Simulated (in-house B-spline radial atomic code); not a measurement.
# Tb⁴⁶⁺: excited configurations

How much energy does it take to promote electrons of Tb⁴⁶⁺ to other shells? Each configuration is solved by itself and compared with the reference.

Program: in-house B-spline radial atomic code version 1. Level of theory: Dirac-Hartree-Fock, average of configuration, Fermi nucleus, basis-set limit. These are calculated values, not measurements, unless marked.

**1. The atom as given**

- element: terbium (Z = 65)
- charge: +46
- electrons: 19
- configuration: [Ar] 3d1
- Hamiltonian: Dirac-Coulomb
- nucleus: Fermi, rms radius 5.060 fm

Outer shells as boxes (Hund's rule):

[Ar] 3d1
```
[Ar] core
3d [↑ ][  ][  ][  ][  ]
```

The boxes draw the filling by Hund's rule, which heavy ions in jj coupling don't follow; these runs average over all states of the configuration.

The run's settings:

```ini
Z = 65
electrons = 19.0
configuration = [Ar] 3d1
hamiltonian = dirac
method = hf
spin_polarised = False
nucleus = fermi
rms_radius = 5.06
mass_number = 159
atomic_mass = 158.925353707
speed_of_light = 137.035999084
```

This reference run was done before. Its total energy is -9829.362886 hartree, and its levels are (the highest eight at most):

```
orbital  occupation  energy (eV)  <r> (bohr)
  2s1/2           2     -11591.1     0.09000
  2p1/2           2     -11156.5     0.07516
  2p3/2           4     -10395.4     0.08184
  3s1/2           2     -4402.25      0.2226
  3p1/2           2     -4223.23      0.2112
  3p3/2           4     -4035.70      0.2216
  3d3/2         0.4     -3817.82      0.1914
  3d5/2         0.6     -3774.91      0.1946
```

**2. [Ar] 4p1**

The run's settings:

```ini
Z = 65
electrons = 19.0
configuration = [Ar] 4p1
hamiltonian = dirac
method = hf
spin_polarised = False
nucleus = fermi
rms_radius = 5.06
mass_number = 159
atomic_mass = 158.925353707
speed_of_light = 137.035999084
```

**3. Run with [Ne] 3s2 3p5 3d1 5p1**

Settings: those of step 2 with these lines changed.

```diff
@@ -2,3 +2,3 @@
 electrons = 19.0
-configuration = [Ar] 4p1
+configuration = [Ne] 3s2 3p5 3d1 5p1
 hamiltonian = dirac
```

**4. Configuration [Ne] 3s2 3p5 3d2**

Settings: those of step 3 with these lines changed.

```diff
@@ -2,3 +2,3 @@
 electrons = 19.0
-configuration = [Ne] 3s2 3p5 3d1 5p1
+configuration = [Ne] 3s2 3p5 3d2
 hamiltonian = dirac
```

**5. Run with [Ne] 3s2 3p5 3d1 5s1**

Settings: those of step 4 with these lines changed.

```diff
@@ -2,3 +2,3 @@
 electrons = 19.0
-configuration = [Ne] 3s2 3p5 3d2
+configuration = [Ne] 3s2 3p5 3d1 5s1
 hamiltonian = dirac
```

**6. [Ar] 4d1**

Settings: those of step 5 with these lines changed.

```diff
@@ -2,3 +2,3 @@
 electrons = 19.0
-configuration = [Ne] 3s2 3p5 3d1 5s1
+configuration = [Ar] 4d1
 hamiltonian = dirac
```

How far above the reference does each configuration lie (order and size, in eV)?

As calculated:

| net move | configuration | energy above the reference (eV) | with Breit, QED, recoil (eV) | largest <r> (bohr) |
| --- | --- | --- | --- | --- |
| 3p → 3d | [Ne] 3s2 3p5 3d2 | 317.88 | 315.01 | 0.223 |
| 3d → 4p | [Ar] 4p1 | 1629.13 | 1629.14 | 0.430 |
| 3d → 4d | [Ar] 4d1 | 1759.22 | 1758.21 | 0.411 |
| 3p → 5s | [Ne] 3s2 3p5 3d1 5s1 | 2700.73 | 2697.22 | 0.688 |
| 3p → 5p | [Ne] 3s2 3p5 3d1 5p1 | 2757.29 | 2753.45 | 0.703 |

Quantum defects of the promoted electron, δ = n − ζ/√(−2ε) with ζ = 47 and ε its orbital energy in hartree:

| promotion | δ |
| --- | --- |
| 3d → 4p | 0.271 |
| 3d → 4d | 0.153 |
| 3p → 5s | 0.360 |
| 3p → 5p | 0.263 |

**Reading.** At the bottom stands 3p → 3d (317.88 eV), at the top 3p → 5p (2757.29 eV). Of those tabulated, the defect is largest for 5s (0.36) and least for 4d (0.15); at this charge much of the defect is relativistic. Two partly filled shells share a symmetry and can mix in the average, which may lower the energy, for: 3p → 5p. These are averages over configurations, without correlation, not spectroscopic levels.
